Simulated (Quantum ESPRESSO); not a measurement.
# Mo (Im-3m) in Quantum ESPRESSO: settings compared

The runs below take Mo through phonons and electron-phonon coupling, with LDA, PBE.

Everything below comes from runs of Quantum ESPRESSO 7.5. Logs are shortened: lines on timing, memory, paths and dates and some standing lists are left out, and cuts for length are marked.

## (1) The structure

The structure is cubic, space group Im-3m (No. 229). The conventional cell has a = 3.147 Å, b = 3.147 Å, c = 3.147 Å, α = 90.00°, β = 90.00°, γ = 90.00°. Mo (site symmetry m-3m) has 8 Mo at 2.73 Å as nearest neighbours.

## (2) Phonons and electron-phonon coupling, LDA

pw.in reads:

```
&CONTROL
  calculation = 'scf'
  prefix = 'pwscf'
  outdir = './tmp'
  pseudo_dir = './pseudo'
  tprnfor = .true.
  tstress = .true.
  disk_io = 'low'
/
&SYSTEM
  ibrav = 0
  nat = 1
  ntyp = 1
  ecutwfc = 45
  ecutrho = 360
  nbnd = 13
  occupations = 'smearing'
  smearing = 'mp'
  degauss = 0.01999163
/
&ELECTRONS
  conv_thr = 2d-10
  electron_maxstep = 120
  mixing_beta = 0.5
/
ATOMIC_SPECIES
Mo    95.9500 mo_lda_v1.uspp.F.UPF
CELL_PARAMETERS angstrom
  -1.5735000000    1.5735000000    1.5735000000
   1.5735000000   -1.5735000000    1.5735000000
   1.5735000000    1.5735000000   -1.5735000000
ATOMIC_POSITIONS crystal
Mo     0.0000000000    0.0000000000    0.0000000000
K_POINTS automatic
12 12 12 0 0 0
```

scf2.in reads:

```
&CONTROL
  calculation = 'scf'
  prefix = 'pwscf'
  outdir = './tmp'
  pseudo_dir = './pseudo'
  tprnfor = .true.
  tstress = .true.
  disk_io = 'low'
/
&SYSTEM
  ibrav = 0
  nat = 1
  ntyp = 1
  ecutwfc = 45
  ecutrho = 360
  nbnd = 13
  occupations = 'smearing'
  smearing = 'mp'
  degauss = 0.01999163
/
&ELECTRONS
  conv_thr = 1d-13
  electron_maxstep = 120
  mixing_beta = 0.5
  startingpot = 'file'
  startingwfc = 'file'
/
ATOMIC_SPECIES
Mo    95.9500 mo_lda_v1.uspp.F.UPF
CELL_PARAMETERS angstrom
  -1.5735000000    1.5735000000    1.5735000000
   1.5735000000   -1.5735000000    1.5735000000
   1.5735000000    1.5735000000   -1.5735000000
ATOMIC_POSITIONS crystal
Mo     0.0000000000    0.0000000000    0.0000000000
K_POINTS automatic
12 12 12 0 0 0
```

dense.in reads:

```
&CONTROL
  calculation = 'scf'
  prefix = 'pwscf'
  outdir = './tmp'
  pseudo_dir = './pseudo'
  tprnfor = .true.
  tstress = .true.
  disk_io = 'low'
/
&SYSTEM
  ibrav = 0
  nat = 1
  ntyp = 1
  ecutwfc = 45
  ecutrho = 360
  nbnd = 13
  occupations = 'smearing'
  smearing = 'mp'
  degauss = 0.01999163
  la2F = .true.
/
&ELECTRONS
  conv_thr = 1d-12
  electron_maxstep = 120
  mixing_beta = 0.5
  startingpot = 'file'
/
ATOMIC_SPECIES
Mo    95.9500 mo_lda_v1.uspp.F.UPF
CELL_PARAMETERS angstrom
  -1.5735000000    1.5735000000    1.5735000000
   1.5735000000   -1.5735000000    1.5735000000
   1.5735000000    1.5735000000   -1.5735000000
ATOMIC_POSITIONS crystal
Mo     0.0000000000    0.0000000000    0.0000000000
K_POINTS automatic
36 36 36 0 0 0
```

scf3.in reads:

```
&CONTROL
  calculation = 'scf'
  prefix = 'pwscf'
  outdir = './tmp'
  pseudo_dir = './pseudo'
  tprnfor = .true.
  tstress = .true.
  disk_io = 'low'
/
&SYSTEM
  ibrav = 0
  nat = 1
  ntyp = 1
  ecutwfc = 45
  ecutrho = 360
  nbnd = 13
  occupations = 'smearing'
  smearing = 'mp'
  degauss = 0.01999163
/
&ELECTRONS
  conv_thr = 1d-12
  electron_maxstep = 120
  mixing_beta = 0.5
  startingpot = 'file'
/
ATOMIC_SPECIES
Mo    95.9500 mo_lda_v1.uspp.F.UPF
CELL_PARAMETERS angstrom
  -1.5735000000    1.5735000000    1.5735000000
   1.5735000000   -1.5735000000    1.5735000000
   1.5735000000    1.5735000000   -1.5735000000
ATOMIC_POSITIONS crystal
Mo     0.0000000000    0.0000000000    0.0000000000
K_POINTS automatic
12 12 12 0 0 0
```

ph.in reads:

```
phonon_bands of Mo
&INPUTPH
  prefix = 'pwscf'
  outdir = './tmp'
  tr2_ph = 1d-18
  fildyn = 'dyn'
  niter_ph = 90
  alpha_mix(1) = 0.4
  ldisp = .true.
  nq1 = 4
  nq2 = 4
  nq3 = 4
  electron_phonon = 'interpolated'
  el_ph_sigma = 0.005
  el_ph_nsigma = 10
  fildvscf = 'dvscf'
/
```

q2r.in reads:

```
&INPUT
  fildyn = 'dyn'
  zasr = 'crystal'
  flfrc = 'fc'
  la2F = .true.
/
```

matdyn.in reads:

```
&INPUT
  asr = 'crystal'
  flfrc = 'fc'
  flfrq = 'freq'
  q_in_cryst_coord = .true.
  flvec = ' '
/
80
 0.0000000000  0.0000000000  0.0000000000
 0.0312500000 -0.0312500000  0.0312500000
 0.0625000000 -0.0625000000  0.0625000000
 0.0937500000 -0.0937500000  0.0937500000
 0.1250000000 -0.1250000000  0.1250000000
 0.1562500000 -0.1562500000  0.1562500000
 0.1875000000 -0.1875000000  0.1875000000
 0.2187500000 -0.2187500000  0.2187500000
 0.2500000000 -0.2500000000  0.2500000000
 0.2812500000 -0.2812500000  0.2812500000
 0.3125000000 -0.3125000000  0.3125000000
 0.3437500000 -0.3437500000  0.3437500000
 0.3750000000 -0.3750000000  0.3750000000
 0.4062500000 -0.4062500000  0.4062500000
 0.4375000000 -0.4375000000  0.4375000000
 0.4687500000 -0.4687500000  0.4687500000
 0.5000000000 -0.5000000000  0.5000000000
 0.4545454545 -0.4545454545  0.5000000000
 0.4090909091 -0.4090909091  0.5000000000
 0.3636363636 -0.3636363636  0.5000000000
 0.3181818182 -0.3181818182  0.5000000000
 0.2727272727 -0.2727272727  0.5000000000
 0.2272727273 -0.2272727273  0.5000000000
 0.1818181818 -0.1818181818  0.5000000000
 0.1363636364 -0.1363636364  0.5000000000
 0.0909090909 -0.0909090909  0.5000000000
 0.0454545455 -0.0454545455  0.5000000000
 0.0000000000  0.0000000000  0.5000000000
 0.0000000000  0.0000000000  0.4583333333
 0.0000000000  0.0000000000  0.4166666667
 0.0000000000  0.0000000000  0.3750000000
 0.0000000000  0.0000000000  0.3333333333
 0.0000000000  0.0000000000  0.2916666667
 0.0000000000  0.0000000000  0.2500000000
 0.0000000000  0.0000000000  0.2083333333
 0.0000000000  0.0000000000  0.1666666667
 0.0000000000  0.0000000000  0.1250000000
 0.0000000000  0.0000000000  0.0833333333
 0.0000000000  0.0000000000  0.0416666667
 0.0000000000  0.0000000000  0.0000000000
 0.0166666667  0.0166666667  0.0166666667
 0.0333333333  0.0333333333  0.0333333333
 0.0500000000  0.0500000000  0.0500000000
 0.0666666667  0.0666666667  0.0666666667
 0.0833333333  0.0833333333  0.0833333333
 0.1000000000  0.1000000000  0.1000000000
 0.1166666667  0.1166666667  0.1166666667
 0.1333333333  0.1333333333  0.1333333333
 0.1500000000  0.1500000000  0.1500000000
 0.1666666667  0.1666666667  0.1666666667
 0.1833333333  0.1833333333  0.1833333333
 0.2000000000  0.2000000000  0.2000000000
 0.2166666667  0.2166666667  0.2166666667
 0.2333333333  0.2333333333  0.2333333333
 0.2500000000  0.2500000000  0.2500000000
 0.2666666667  0.2000000000  0.2666666667
 0.2833333333  0.1500000000  0.2833333333
 0.3000000000  0.1000000000  0.3000000000
 0.3166666667  0.0500000000  0.3166666667
 0.3333333333  0.0000000000  0.3333333333
 0.3500000000 -0.0500000000  0.3500000000
 0.3666666667 -0.1000000000  0.3666666667
 0.3833333333 -0.1500000000  0.3833333333
 0.4000000000 -0.2000000000  0.4000000000
 0.4166666667 -0.2500000000  0.4166666667
 0.4333333333 -0.3000000000  0.4333333333
 0.4500000000 -0.3500000000  0.4500000000
 0.4666666667 -0.4000000000  0.4666666667
 0.4833333333 -0.4500000000  0.4833333333
 0.5000000000 -0.5000000000  0.5000000000
 0.2500000000  0.2500000000  0.2500000000
 0.2222222222  0.2222222222  0.2777777778
 0.1944444444  0.1944444444  0.3055555556
 0.1666666667  0.1666666667  0.3333333333
 0.1388888889  0.1388888889  0.3611111111
 0.1111111111  0.1111111111  0.3888888889
 0.0833333333  0.0833333333  0.4166666667
 0.0555555556  0.0555555556  0.4444444444
 0.0277777778  0.0277777778  0.4722222222
 0.0000000000  0.0000000000  0.5000000000
```

matdyn_dos.in reads:

```
&INPUT
  asr = 'crystal'
  flfrc = 'fc'
  dos = .true.
  fldos = 'phdos'
  nk1 = 18
  nk2 = 18
  nk3 = 18
  deltaE = 1
  flvec = ' '
  flfrq = ' '
/
```

matdyn_a2f.in reads:

```
&INPUT
  asr = 'crystal'
  flfrc = 'fc'
  la2F = .true.
  dos = .true.
  fldos = 'dos2'
  nk1 = 14
  nk2 = 14
  nk3 = 14
  ndos = 60
  el_ph_nsigma = 10
  flfrq = 'dosfreq2'
  flvec = ' '
/
```

matdyn_mesh.in reads:

```
&INPUT
  asr = 'crystal'
  flfrc = 'fc'
  flfrq = 'mesh'
  q_in_cryst_coord = .true.
  flvec = ' '
/
1000
 0.05000000  0.05000000  0.05000000
 0.05000000  0.05000000  0.15000000
 0.05000000  0.05000000  0.25000000
[... 997 further points of the even 10 x 10 x 10 mesh, shifted by half a step ...]
```

Potentials or basis: GBRV 1.5 LDA.

Run with:

```console
$ OMP_NUM_THREADS=1 mpirun -n 4 pw.x -nk 4 -in pw.in > pw.out
$ OMP_NUM_THREADS=1 mpirun -n 4 pw.x -nk 4 -in scf2.in > scf2.out
$ OMP_NUM_THREADS=1 mpirun -n 4 pw.x -nk 4 -in dense.in > dense.out
$ OMP_NUM_THREADS=1 mpirun -n 4 pw.x -nk 4 -in scf3.in > scf3.out
$ OMP_NUM_THREADS=1 mpirun -n 4 ph.x -nk 4 -in ph.in > ph.out
$ OMP_NUM_THREADS=1 mpirun -n 1 q2r.x -in q2r.in > q2r.out
$ OMP_NUM_THREADS=1 mpirun -n 1 matdyn.x -in matdyn.in > matdyn.out
$ OMP_NUM_THREADS=1 mpirun -n 1 matdyn.x -in matdyn_dos.in > matdyn_dos.out
$ OMP_NUM_THREADS=1 mpirun -n 1 matdyn.x -in matdyn_a2f.in > matdyn_a2f.out
$ OMP_NUM_THREADS=1 mpirun -n 1 matdyn.x -in matdyn_mesh.in > matdyn_mesh.out
```

pw.out:

```text
This program is part of the open-source Quantum ESPRESSO suite
     for quantum simulation of materials; please cite
[... 6 lines left out ...]
     using ibrav=0 with symmetry is DISCOURAGED, use correct ibrav instead

     K-points division:     npool     =       4
     Subspace diagonalization in iterative solution of the eigenvalue problem:
     a serial algorithm will be used

     G-vector sticks info
     --------------------
     sticks:   dense  smooth     PW     G-vecs:    dense   smooth      PW
     Sum         713     345    139                12113     4213    1061

     Using Slab Decomposition

     bravais-lattice index     =            0
     lattice parameter (alat)  =       5.1502  a.u.
     unit-cell volume          =     105.1615 (a.u.)^3
     number of atoms/cell      =            1
     number of atomic types    =            1
     number of electrons       =        14.00
     number of Kohn-Sham states=           13
     kinetic-energy cutoff     =      45.0000  Ry
     charge density cutoff     =     360.0000  Ry
     scf convergence threshold =      2.0E-10
     mixing beta               =       0.5000
     number of iterations used =            8  plain     mixing
     Exchange-correlation= SLA  PZ   NOGX NOGC
                           (   1   1   0   0   0   0   0)

     celldm(1)=   5.150225  celldm(2)=   0.000000  celldm(3)=   0.000000
     celldm(4)=   0.000000  celldm(5)=   0.000000  celldm(6)=   0.000000

     crystal axes: (cart. coord. in units of alat)
               a(1) = (  -0.577350   0.577350   0.577350 )
               a(2) = (   0.577350  -0.577350   0.577350 )
               a(3) = (   0.577350   0.577350  -0.577350 )

     reciprocal axes: (cart. coord. in units 2 pi/alat)
               b(1) = ( -0.000000  0.866025  0.866025 )
               b(2) = (  0.866025 -0.000000  0.866025 )
               b(3) = (  0.866025  0.866025  0.000000 )

     PseudoPot. # 1 for Mo read from file:
     mo_lda_v1.uspp.F.UPF
     Pseudo is Ultrasoft + core correction, Zval = 14.0
     Generated by new atomic code, or converted to UPF format
     Using radial grid of  889 points,  6 beta functions with:
                l(1) =   0
                l(2) =   0
                l(3) =   1
                l(4) =   1
                l(5) =   2
                l(6) =   2
     Q(r) pseudized with  6 coefficients,  rinner =    1.000   1.000   1.000
                                                       1.000   1.000

     atomic species   valence    mass     pseudopotential
     Mo               14.00    95.95000     Mo( 1.00)

     48 Sym. Ops., with inversion, found

   Cartesian axes

     site n.     atom                  positions (alat units)
         1        Mo     tau(   1) = (   0.0000000   0.0000000   0.0000000  )

     number of k points=    72  Methfessel-Paxton smearing, width (Ry)=  0.0200
                       cart. coord. in units 2pi/alat
        k(    1) = (   0.0000000   0.0000000   0.0000000), wk =   0.0011574
        k(    2) = (   0.0721688   0.0721688   0.0000000), wk =   0.0138889
        k(    3) = (   0.1443376   0.1443376   0.0000000), wk =   0.0138889
        k(    4) = (   0.2165064   0.2165064   0.0000000), wk =   0.0138889
        k(    5) = (   0.2886751   0.2886751   0.0000000), wk =   0.0138889
        k(    6) = (   0.3608439   0.3608439   0.0000000), wk =   0.0138889
[... 64 lines left out ...]
        k(   71) = (  -0.8660254  -0.0721688  -0.0721688), wk =   0.0138889
        k(   72) = (  -0.8660254  -0.8660254  -0.8660254), wk =   0.0011574

     Dense  grid:    12113 G-vectors     FFT dimensions: (  32,  32,  32)

     Smooth grid:     4213 G-vectors     FFT dimensions: (  24,  24,  24)

     Initial potential from superposition of free atoms

     starting charge      13.9991, renormalised to      14.0000

     negative rho (up, down):  1.099E-05 0.000E+00
     Starting wfcs are   13 randomized atomic wfcs

     Self-consistent Calculation

     iteration #  1     ecut=    45.00 Ry     beta= 0.50
     Davidson diagonalization with overlap
     ethr =  1.00E-02,  avg # of iterations =  3.9

     Threshold (ethr) on eigenvalues was too large:
     Diagonalizing with lowered threshold

     Davidson diagonalization with overlap
     ethr =  2.66E-04,  avg # of iterations =  1.8

     negative rho (up, down):  4.677E-05 0.000E+00

     total energy              =    -139.49262315 Ry
     estimated scf accuracy    <       0.03788876 Ry

     iteration #  2     ecut=    45.00 Ry     beta= 0.50
     Davidson diagonalization with overlap
     ethr =  2.71E-04,  avg # of iterations =  2.0

     negative rho (up, down):  5.558E-05 0.000E+00

     total energy              =    -139.49874824 Ry
     estimated scf accuracy    <       0.00125456 Ry

     iteration #  3     ecut=    45.00 Ry     beta= 0.50
     Davidson diagonalization with overlap
     ethr =  8.96E-06,  avg # of iterations =  2.6

     negative rho (up, down):  5.801E-05 0.000E+00

     total energy              =    -139.49878248 Ry
     estimated scf accuracy    <       0.00021091 Ry

     iteration #  4     ecut=    45.00 Ry     beta= 0.50
     Davidson diagonalization with overlap
     ethr =  1.51E-06,  avg # of iterations =  1.5
[... 19 lines left out ...]
     negative rho (up, down):  5.700E-05 0.000E+00

     total energy              =    -139.49879148 Ry
     estimated scf accuracy    <       0.00000004 Ry

     iteration #  7     ecut=    45.00 Ry     beta= 0.50
     Davidson diagonalization with overlap
     ethr =  3.14E-10,  avg # of iterations =  2.0

     negative rho (up, down):  5.696E-05 0.000E+00

     total energy              =    -139.49879148 Ry
     estimated scf accuracy    <          4.7E-10 Ry

     iteration #  8     ecut=    45.00 Ry     beta= 0.50
     Davidson diagonalization with overlap
     ethr =  3.36E-12,  avg # of iterations =  2.5

     negative rho (up, down):  5.695E-05 0.000E+00

     End of self-consistent calculation

          k = 0.0000 0.0000 0.0000 (   555 PWs)   bands (ev):

   -39.9811 -13.2796 -13.2796 -13.2796  13.9078  19.7991  19.7991  19.7991
    22.8071  22.8071  35.9567  35.9567  35.9567

          k = 0.0722 0.0722 0.0000 (   543 PWs)   bands (ev):

   -39.9633 -13.3817 -13.3110 -13.2803  14.2135  19.6280  19.7672  20.0887
    22.5686  22.8129  36.1774  36.4713  36.5437

          k = 0.1443 0.1443 0.0000 (   539 PWs)   bands (ev):

   -39.9146 -13.6553 -13.3963 -13.2824  15.0192  19.1931  19.6177  20.9304
    22.2369  22.8531  36.4931  37.6054  37.9234

          k = 0.2165 0.2165 0.0000 (   543 PWs)   bands (ev):

   -39.8475 -14.0173 -13.5108 -13.2854  15.8841  18.6618  19.6013  22.2365
    22.2860  22.9693  35.9627  37.3578  40.0995

          k = 0.2887 0.2887 0.0000 (   549 PWs)   bands (ev):

   -39.7796 -14.3669 -13.6232 -13.2885  16.1223  18.1860  20.4701  22.6198
    23.1666  23.8238  34.6648  35.5637  42.0183

          k = 0.3608 0.3608 0.0000 (   537 PWs)   bands (ev):

   -39.7293 -14.6157 -13.7041 -13.2908  15.9309  17.8658  21.8953  22.9307
    23.3755  25.3085  33.5473  33.6557  39.4426
[... 311 lines left out ...]
          k =-0.7939-0.0722-0.1443 (   525 PWs)   bands (ev):

   -39.5580 -14.3177 -14.2225 -14.0558  16.2429  16.3977  22.3685  23.8798
    24.9011  29.6649  31.9676  32.1373  40.6488

          k = 0.0000 0.0000 0.7217 (   518 PWs)   bands (ev):

   -39.5473 -14.2630 -14.1935 -14.1935  16.0201  16.2103  23.8116  23.8116
    24.6892  28.7352  32.2814  32.2814  40.2062

          k =-0.8660-0.0722-0.0722 (   514 PWs)   bands (ev):

   -39.5340 -14.2919 -14.2271 -14.1996  15.8810  15.9416  24.1367  24.3387
    25.2498  30.1193  30.6371  31.3017  41.2433

          k =-0.8660-0.8660-0.8660 (   490 PWs)   bands (ev):

   -39.5210 -14.2609 -14.2609 -14.2609  15.6956  15.6956  25.2014  25.2014
    25.2014  30.2221  30.2221  30.2221  40.6756

     the Fermi energy is    21.1237 ev

!    total energy              =    -139.49879148 Ry
     estimated scf accuracy    <          2.6E-11 Ry
     smearing contrib. (-TS)   =       0.00047081 Ry
     internal energy E=F+TS    =    -139.49926230 Ry

     The total energy is F=E-TS. E is the sum of the following terms:
     one-electron contribution =     -17.96753629 Ry
     hartree contribution      =      17.62821844 Ry
     xc contribution           =     -19.21819558 Ry
     ewald contribution        =    -119.94174887 Ry

     convergence has been achieved in   8 iterations

     negative rho (up, down):  5.695E-05 0.000E+00

     Forces acting on atoms (cartesian axes, Ry/au):

     atom    1 type  1   force =     0.00000000    0.00000000    0.00000000

     Total force =     0.000000     Total SCF correction =     0.000000

     Computing stress (Cartesian axis) and pressure

     negative rho (up, down):  5.695E-05 0.000E+00
          total   stress  (Ry/bohr**3)                   (kbar)     P=      -99.80
  -0.00067841   0.00000000   0.00000000          -99.80        0.00        0.00
   0.00000000  -0.00067841   0.00000000            0.00      -99.80        0.00
   0.00000000   0.00000000  -0.00067841            0.00        0.00      -99.80

=------------------------------------------------------------------------------=
   JOB DONE.
=------------------------------------------------------------------------------=
```

Run time: 29 min. Hardware: 4 MPI ranks of AMD EPYC 7R43 (Zen 3), shared host; peak memory 0.36 GiB.

What came out:

```
Free energy              : -1897.9777 eV
Pressure                 : -10.0 GPa
Band gap on the k mesh   : none (metal or under the smearing width)
Highest phonon frequency : 261 cm⁻¹
Zero-point energy        : 0.035 eV/atom
```

Phonon frequencies in cm⁻¹ (negative: imaginary):
| q point | frequencies |
| --- | --- |
| (0.000, 0.000, 0.000) | 0 0 0 |
| (0.219, -0.219, 0.219) | 128 128 226 |
| (0.438, -0.438, 0.438) | 188 188 209 |
| (0.273, -0.273, 0.500) | 176 224 226 |
| (0.000, 0.000, 0.458) | 151 201 259 |
| (0.000, 0.000, 0.167) | 79 93 139 |
| (0.050, 0.050, 0.050) | 68 68 102 |
| (0.167, 0.167, 0.167) | 197 197 214 |
| (0.283, 0.150, 0.283) | 206 214 214 |
| (0.400, -0.200, 0.400) | 214 214 215 |
| (0.250, 0.250, 0.250) | 209 209 209 |
| (0.056, 0.056, 0.444) | 163 204 255 |

Phonon frequencies at the corners of the path (cm⁻¹, interpolated; i marks imaginary ones):
```csv
point,frequencies
Γ,0 0 0
H,191 191 191
N,152 203 261
P,209 209 209
```

Phonon states per cell in windows of 20 cm⁻¹ (negative: imaginary):
```tsv
from (cm⁻¹)	total
0	0.00
20	0.00
40	0.01
60	0.03
80	0.05
100	0.09
120	0.15
140	0.29
160	0.43
180	0.54
200	0.64
220	0.41
240	0.36
```

Harmonic thermodynamics per atom at this volume (zero-point energy 35.4 meV, Debye temperature from the second moment 362 K):
```
 T (K)  free energy (meV)  entropy (k_B)  heat capacity Cv (k_B)
    50               35.3           0.15                    0.48
   100               33.2           0.88                    1.67
   200               18.8           2.38                    2.56
298.15               -6.1           3.45                    2.79
   500              -80.1           4.94                    2.92
   800             -227.0           6.32                    2.97
```

Electron-phonon coupling by broadening of the double delta (levels on a 36 × 36 × 36 mesh):
```tsv
broadening (eV)	λ	N(E_F) (states/eV a spin and cell)	ω_log (K)	Tc, μ* 0.10 (K)	Tc, μ* 0.13 (K)
0.07	0.52	0.347	269	3.9	2.4
0.14	0.52	0.328	268	3.7	2.3
0.20	0.51	0.327	267	3.6	2.2
0.27	0.50	0.326	266	3.3	2.0
0.34	0.50	0.328	265	3.1	1.9
0.41	0.49	0.330	264	3.0	1.8
0.48	0.49	0.334	264	3.0	1.8
0.54	0.49	0.337	264	3.0	1.8
0.61	0.50	0.342	263	3.1	1.9
0.68	0.50	0.347	263	3.2	1.9
```

The same from a weighted sum over the computed q points, without interpolation:
```tsv
broadening (eV)	λ	ω_log (K)	Tc, μ* 0.10 (K)	Tc, μ* 0.13 (K)
0.07	0.54	260	4.3	2.8
0.14	0.54	260	4.1	2.7
0.20	0.53	260	3.9	2.5
0.27	0.52	260	3.6	2.2
0.34	0.51	260	3.3	2.0
0.41	0.50	260	3.2	2.0
0.48	0.50	261	3.2	1.9
0.54	0.50	261	3.2	1.9
0.61	0.50	261	3.2	2.0
0.68	0.51	262	3.3	2.0
```

Eliashberg function at a broadening of 0.27 eV:
| cm⁻¹ | α²F |
| --- | --- |
| 7 | 0.000 |
| 20 | 0.000 |
| 33 | 0.000 |
| 46 | 0.000 |
| 60 | 0.000 |
| 73 | 0.000 |
| 86 | 0.002 |
| 99 | 0.007 |
| 113 | 0.019 |
| 126 | 0.047 |
| 139 | 0.107 |
| 153 | 0.374 |
| 166 | 0.449 |
| 179 | 0.507 |
| 192 | 0.512 |
| 206 | 0.505 |
| 219 | 0.324 |
| 232 | 0.301 |
| 245 | 0.422 |
| 259 | 0.015 |

Coupling and linewidth of each mode at the computed q points (broadening 0.27 eV):
| q | cm⁻¹ | λ of the modes | linewidths (GHz) |
| --- | --- | --- | --- |
| (0.00, 0.00, 0.25) | 112 135 193 | 0.11 0.08 0.11 | 5 6 15 |
| (0.00, 0.00, -0.50) | 152 203 261 | 0.73 0.07 0.11 | 64 10 28 |
| (0.00, 0.25, 0.25) | 189 199 233 | 0.12 0.09 0.08 | 16 13 16 |
| (0.25, 0.25, 0.25) | 209 209 209 | 0.20 0.20 0.20 | 33 33 33 |
| (0.25, 0.25, -0.25) | 141 141 242 | 0.26 0.26 0.16 | 20 20 35 |
| (0.25, -0.50, -0.50) | 174 225 231 | 0.45 0.19 0.17 | 51 37 35 |
| (-0.50, -0.50, -0.50) | 191 191 191 | 0.73 0.72 0.74 | 101 100 103 |

Caveat: λ from interpolated matrix elements is rough: modes that symmetry makes equal can differ by tens of percent.

(Part 1 of 2 ends here.)
